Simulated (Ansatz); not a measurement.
# CHClFGeN: how energies converge with the basis set

An exercise on one series of results from a longer session: the logs are not shown, and one member is left open.

The runs use Ansatz 0.2.0, Gaussian basis; one geometry, several basis sets.

The runs, in order: PBE0-D4/def2-SVP; ωB97M-V/def2-SVP; PBE0-D4/def2-QZVPP; ωB97M-V/def2-QZVPP; the functionals' def2-TZVPP values are taken from earlier runs.

## The relaxed structure

The geometry comes from an earlier relaxation with PBE0-D4 in a triple-zeta def2 set; it is a stationary point.

SMILES `N#[C][GeH]([F])[Cl]`, 6 atoms, charge 0, spin multiplicity 1.

Atoms are counted from 1 here; the program's logs count them from 0.

Bond lengths: N1–C2 1.151 Å, C2–Ge3 1.913 Å, Ge3–F4 1.717 Å, Ge3–Cl5 2.113 Å, Ge3–H6 1.520 Å. Angles: N1–C2–Ge3 178.0°, C2–Ge3–F4 105.5°, C2–Ge3–Cl5 108.2°, C2–Ge3–H6 113.0°, F4–Ge3–Cl5 107.8°, F4–Ge3–H6 109.5°, Cl5–Ge3–H6 112.5°.

The first run:

in.yaml

```yaml
crystal:
  periodic: [false, false, false]
  atoms:
    - {symbol: N, position_ang: [-1.036879, -2.306984, 0.030739]}
    - {symbol: C, position_ang: [-0.543992, -1.267251, 0.040091]}
    - {symbol: Ge, position_ang: [0.237144, 0.477902, 0.107687]}
    - {symbol: F, position_ang: [1.895978, 0.253810, -0.276604]}
    - {symbol: Cl, position_ang: [-0.627574, 1.648091, -1.423915]}
    - {symbol: H, position_ang: [0.117323, 1.130431, 1.475802]}
basis:
  gaussian: {orbitals: def2-SVP}
hamiltonian: {xc: pbe0, dispersion: d4}
output: {orbitals: {seedname: orbitals}}
```

Steps of the session up to this table: PBE0-D4 in def2-SVP; ωB97M-V in def2-SVP; PBE0-D4 in def2-QZVPP; ωB97M-V in def2-QZVPP.

One of the session's tables, all rows but one given; the rest of the session is left out.

It belongs to the step «Density functionals: the series». 

```
functional       basis  HOMO (eV)
   PBE0-D4    def2-SVP      -9.91
   PBE0-D4  def2-TZVPP     -10.04
   PBE0-D4  def2-QZVPP          ?
   ωB97M-V    def2-SVP     -12.15
   ωB97M-V  def2-TZVPP     -12.33
   ωB97M-V  def2-QZVPP     -12.36
```

Q: Estimate the row for PBE0-D4, def2-QZVPP from the others.

**Answer.** HOMO (eV): -10.07. In the column «HOMO (eV)» it lies between ωB97M-V, def2-SVP (-12.15) and PBE0-D4, def2-TZVPP (-10.04).
